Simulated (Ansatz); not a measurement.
# Ni: the cost of one run

Method: DFT PBE, scalar-relativistic, plane waves, PAW, in Ansatz 0.2.0.

### Step 1. The starting structure

It takes space group Fm-3m (No. 225, cubic). The conventional cell has a = 3.524 Å, b = 3.524 Å, c = 3.524 Å, α = 90.00°, β = 90.00°, γ = 90.00°. Ni (site symmetry m-3m) is surrounded by 12 Ni at 2.49 Å.

Coordinates:

```
Ni
1.0
     0.00000    1.76194    1.76194
     1.76194    0.00000    1.76194
     1.76194    1.76194    0.00000
Ni
1
Direct
  0.00000 0.00000 0.00000
```

The structure rests on an entry of the Crystallography Open Database; cell or positions may have been set otherwise for this series.

### Step 2. Relaxing cell and atoms: Ni, moments +

Input file input.yaml:

```yaml
crystal:
  lattice:
    - [0.0, 1.761935, 1.761935]
    - [1.761935, 0.0, 1.761935]
    - [1.761935, 1.761935, 0.0]
  atoms:
    - { symbol: Ni, position: [0.0, 0.0, 0.0], spin: 0.7 }
magnetization:
  spin_polarized: true
scf:
  occupations: { method: gaussian, width: 0.05 }
output:
  forces: true
  stress: true
  eigenvalues: true
  populations: true
  write_density: true
  write_potential: true
  elf: true
  volumetric_format: npy
kpoints:
  mp_grid: { grid: [16, 16, 16] }
hamiltonian:
  xc: pbe
relax:
  f_tol: 0.01
  adjacent_minimum: "off"
  cell: { stress_tol: 0.05 }
```

Run with:

```bash
> ansatz run input.yaml --threads 4 --pin off --max-ram 10240MiB --backend cpu --events-out ev --progress --plain --runs-dir out
```

**Question.** How long does this run take on 4 threads of Arm Neoverse V1, shared host, and how much memory does it need?

About 6.4 s, with a peak of 0.32 GiB.
